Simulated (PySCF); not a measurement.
# CH3BF4Ge: the cost of one run

The runs use PySCF 2.14.0, with density-fitted response routines of our own; the level of theory stands in each step. All values are computed, except where a source is named. Atoms count from 0, in the outputs and in this text.

### Step 1. The starting structure

10 atoms, charge 0, multiplicity 1; geometry from: GFN2-xTB. The atoms were then displaced at random by about 0.01 Å, so the start is not that level's minimum.

Bonds of the start (Å): F0–B1 1.31, B1–F2 1.31, B1–Ge3 2.00, Ge3–C4 2.04, C4–F5 1.36, C4–F6 1.37, Ge3–H7 1.49, Ge3–H8 1.52, C4–H9 1.08.

### Step 2. Geometry optimisation at PBE0-D3(BJ)/def2-SVP

The job: settings as JSON, then the geometry in Å.

```
{"job": {"xc": "PBE0", "basis": "def2-SVP", "d3": "d3bj", "grid": 1, "shake": 0.01, "kind": "geom"}, "charge": 0, "multiplicity": 1}
F      2.499560     1.431400     0.585320
B      1.769260     0.631690    -0.156270
F      2.074690     0.630560    -1.433980
Ge     0.309300    -0.525160     0.573910
C     -1.427170    -0.101090    -0.418160
F     -2.497100    -0.572510     0.270580
F     -1.559280     1.259500    -0.437060
H      0.456920    -2.000170     0.390500
H     -0.067330    -0.321050     2.037200
H     -1.508400    -0.454090    -1.433080
```

The run is started by

```console
> OMP_NUM_THREADS=1 python probes_run.py task.json out
```

This one command runs all jobs of the session in turn.

Q: Estimate the wall time and peak memory of this first job on 1 thread of Arm Neoverse V1, shared host.

About 74 s, with a peak of 0.54 GiB.
